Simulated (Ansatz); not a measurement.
Born–Oppenheimer molecular dynamics of a periodic cell of 16 atoms, WC (start crystal WC, start structure P-6m2, volume 1.15 times the crystal's). It goes on from the last frame of an earlier run, with new velocities.

Method: Ansatz, DFT PBEsol, scalar-relativistic, plane waves, PAW. Settings: PAW set soft_1, cutoff 420 eV, k mesh 2x2x2, fermi-dirac smearing 0.24 eV, no spin polarisation.

```yaml
ensemble: NPT, Langevin
time_step: 1 fs
steps_asked: 190
set_temperature: 1960 K
friction: 0.02 /fs
pressure: 1 GPa
seed: 319250
```

First frame:

```xyz
16
Lattice="-3.0378 -5.2616 0.0000 4.5567 -2.6308 0.0000 0.0000 0.0000 5.9303" Properties=species:S:1:pos:R:3
W -0.066 -5.220 0.021
C 1.537 -4.217 1.402
W 0.195 -5.302 2.756
C 1.731 -4.387 4.200
W -1.670 -2.583 -0.309
C -0.176 -1.696 1.038
W -1.438 -2.680 2.463
C 0.102 -1.946 4.246
W 1.370 -2.727 -0.179
C 3.069 -1.820 1.289
W 1.643 -2.685 2.830
C 2.867 -2.187 4.107
W -0.072 0.135 -0.333
C -1.414 -4.729 1.627
W 0.015 -0.096 2.404
C -1.460 -4.364 4.082
```

What does the run give?

All steps were run.

```
steps done                                               : 190
time covered                                             : 190 fs
mean temperature over the second half                    : 1936 K
spread of the potential energy over the second half      : 33.6 meV per atom
mean potential energy of the second half above the start : -344.3 meV per atom
mean pressure over the second half                       : 0.4 GPa
```

The conserved energy stayed within 0.36 meV per atom of its start (net change 0.16 meV per atom), so the integration is sound. A run of 0.19 ps of so small a system gives no equilibrium averages. Limits of this set-up: coarse k mesh, PAW files made for another functional. The cell's volume went from 190 to 167 Å³.

What happens to the structure?

Mean squared displacements from the first frame to the last, about the centre of mass, the cell's change included: W 0.08 Å², C 0.17 Å². Another seed would give other details.

How do temperature and energy run in time?


```tsv
time (fs)	T (K)	potential energy less start (eV)	conserved less start (meV/atom)	P (GPa)	volume (Å³)
0	1838	0.000	0.00	-20.8	189.6
15	1876	-2.005	0.12	-15.2	184.4
30	3365	-5.767	-0.31	3.1	170.7
45	2347	-4.979	0.07	26.6	161.3
60	2729	-6.233	0.12	19.6	162.9
75	2248	-6.246	0.24	2.6	169.6
90	2140	-5.861	0.14	-5.9	173.9
105	1294	-4.832	0.20	-7.9	175.6
120	1798	-5.678	0.12	-8.8	175.5
135	2091	-5.233	0.11	-2.8	173.4
150	1947	-5.463	0.13	0.9	171.0
165	2308	-5.619	0.00	8.8	167.8
180	2340	-6.517	-0.06	12.5	165.2
```

The run took 20 min on 1 thread of Arm Neoverse V1, on a shared host, peak memory 0.61 GiB.
